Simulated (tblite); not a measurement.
# C6H8F2O2: the cost of one run

The runs use tblite 0.8.0 and PySCF 2.14.0, with density-fitted response routines of our own; the level of theory stands in each step. All values are computed, except where a source is named. Atoms are numbered from 0 throughout.

## Step 1: Starting geometry

18 atoms, charge 0, multiplicity 1; geometry from: force field or distance geometry start.

Bonds of the start (Å): F0–C1 1.40, C1–F2 1.38, C1–O3 1.39, O3–C4 1.40, C4–C5 1.49, C5–C6 1.32, C6–O7 1.40, O7–C8 1.41, C8–C9 1.49, C9–C4 1.49, C1–H10 1.11, C4–H11 1.12, C5–H12 1.10, C6–H13 1.06, C8–H14 1.10, C8–H15 1.12, C9–H16 1.11, C9–H17 1.12.

## Step 2: Geometry optimisation with GFN2-xTB

Job settings and geometry (Å):

```
{"job": {"kind": "relax", "xc": "GFN2-xTB", "basis": "xTB"}, "charge": 0, "multiplicity": 1}
F      3.089000    -1.361000     1.155600
C      2.550500    -0.237800     0.512100
F      3.546900     0.210300    -0.338400
O      1.412200    -0.531800    -0.227900
C      0.293600     0.196900     0.184000
C     -0.160800     1.146800    -0.876000
C     -1.408000     1.237900    -1.292500
O     -2.386500     0.413300    -0.732300
C     -1.985900    -0.811600    -0.150500
C     -0.776500    -0.685300     0.715200
H      2.380200     0.526700     1.297700
H      0.639000     0.850600     1.019700
H      0.548500     1.836200    -1.351400
H     -1.656700     1.937400    -2.048200
H     -1.860800    -1.542600    -0.956500
H     -2.828300    -1.153600     0.503300
H     -1.071800    -0.322700     1.718700
H     -0.333400    -1.703300     0.855800
```

On the command line:

```
$ OMP_NUM_THREADS=1 python probes_run.py task.json out
```

This one command runs all jobs of the session in turn.

Q: Estimate the wall time and peak memory of this first job on 1 thread of Arm Neoverse N1, shared host.

About 1.3 s, with a peak of 0.18 GiB.
